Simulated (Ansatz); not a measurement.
# Mo (P6/mmm): check of PAW against all-electron LAPW from a Python script

The task is a check of PAW against all-electron LAPW, for Mo (P6/mmm).

Program: the Python package of Ansatz 0.2.0. The levels of theory stand in the script. These are calculated values, not measurements.

## (1) The system

It takes space group P6/mmm (No. 191, hexagonal). The conventional cell has a = 2.736 Å, b = 2.736 Å, c = 2.555 Å, α = 90.00°, β = 90.00°, γ = 120.00°. Mo (site symmetry 6/mmm) is surrounded by 8 Mo at 2.56 to 2.74 Å.

The script holds or builds the structure itself.

## (2) Script

The input, run_paw_lapw.py:

```python
"""Checking the PAW result for Mo with LAPW."""

import ansatz as az
import numpy as np


def count_gap(report):
    # lowest empty less highest filled band, counting bands; zero where they overlap
    return max(report.get("gap_by_band_count_ev") or 0.0, 0.0)


def main() -> None:
    vectors = np.array([
        [2.73551, 0.0, 0.0],
        [-1.367755, 2.369021, 0.0],
        [0.0, 0.0, 2.555181],
    ])
    xtal = az.Lattice.of(vectors).atom("Mo", [0.0, 0.0, 0.5])

    setup = (
        xtal.calculation()
        .scf(tolerance=1e-07)
        .mixing("anderson", ndim=8, beta=0.6)
        .kpoints(mesh=(6, 6, 5))
        .occupations("cold", width=0.2)
        .functional("lda")
        .stress()
        .forces()
        .band_table()
    )
    variants = {
        "PAW": setup.pseudopotentials("paw"),
        "LAPW": setup.pseudopotentials("all_electron", lapw=True),
    }
    # totals differ by the cores that each treatment holds, so compare what does not depend on them
    rows = []
    for label, variant in variants.items():
        r = variant.run().report
        levels = np.array(r["eigenvalues_ev"][0]) - r["fermi_energy_ev"]
        print(label, "levels at the first k-point near E_F:", np.round(levels[np.abs(levels) < 5], 3))
        rows.append((label, r["n_electrons"], np.trace(r["stress_gpa"]) / 3, count_gap(r)))
    print("     treatment  electrons in bands           P GPa  gap by band count eV")
    for row in rows:
        print(f"{str(row[0]):>14s}  {row[1]:18.1f}  {row[2]:14.3f}  {row[3]:20.3f}")


if __name__ == "__main__":
    main()
```

## (3) What the engine is handed

The engine receives this input (first run):

```yaml
crystal:
  lattice:
    - [2.73551, 0.0, 0.0]
    - [-1.367755, 2.369021, 0.0]
    - [0.0, 0.0, 2.555181]
  atoms:
    - { symbol: Mo, position: [0.0, 0.0, 0.5] }
kpoints:
  mp_grid:
    grid: [6, 6, 5]
hamiltonian:
  xc: lda
  pseudopotentials:
    kind: paw
scf:
  convergence:
    dr2_threshold: 1.0e-07
  mixing:
    algorithm: anderson
    beta: 0.6
    ndim: 8
  occupations:
    method: cold
    width: 0.2
output:
  forces: true
  stress: true
  eigenvalues: true
```

## (4) The run

The run is started by

```bash
python run_paw_lapw.py
```

The program printed:

```text
DeckWarning: basis.ecutwfc = 420 eV, auto-derived from the records' recommended cutoffs: set by Mo (normal level)
DeckWarning: output.stress: scf.convergence.dr2_threshold = 1e-7 eV (the SCF's general default) is looser than the 1e-10 eV advised for a printed stress (1e-10 eV for each atom of the cell: 1). What an SCF threshold leaves in a stress goes as its square root, and in the free energy as the threshold itself, and one threshold admits the most on a small cell: of the crystals measured, under no [...]
PAW levels at the first k-point near E_F: [-4.13  -0.879 -0.879  4.195  4.195]
LAPW levels at the first k-point near E_F: [-4.134 -0.879 -0.879  4.198  4.198]
     treatment  electrons in bands           P GPa  gap by band count eV
           PAW                14.0          -5.893                 0.000
          LAPW                32.0          -5.813                 0.000
```

(Warnings from the package without file and line, shortened.)

Wall time 4.2 s (1 thread of Arm Neoverse V1, shared host); peak memory 0.37 GiB.

## (5) Inputs of later runs

The engine's inputs for the other runs:

Run 2, against run 1:

```diff
@@ -14 +14,2 @@
-    kind: paw
+    kind: all_electron
+    lapw: {}
```

## (6) What each run gave

From the records of these 2 runs:

| run | potentials | energy (eV/atom) | pressure (GPa) | SCF cycles | CPU time (s) |
| --- | --- | --- | --- | --- | --- |
| 1 | paw | -4841.9722 | -5.89 | 6 | 0.42 |
| 2 | all_electron | -110063.9338 | -5.81 | 6 | 3 |

Energies are free energies F = E - TS of the smeared occupations. Totals under unlike functionals or potentials can't be compared directly.

## (7) What came out

```
              quantity     value
         runs compared         2
difference in pressure  0.08 GPa
```

In words: PAW gives -5.893 GPa and LAPW -5.813 GPa, 0.08 GPa apart. They took 0.4 and 3.0 s of processor time. Notes:
- No spin polarisation was allowed.
- For a metal this k-point mesh is coarse: on a finer one energies can move by several to tens of meV an atom and pressures by half a GPa or more, differences at one mesh by less.
- At these settings the cell as given stands under about -6 GPa, so it isn't at this functional's equilibrium volume.
- This isn't the structure that Mo takes at ambient conditions.
- Pressure is positive in compression; the treatments may keep other shells as core, so totals and counts of electrons can differ. Whether this is the phase that is stable at ambient conditions was not tested.
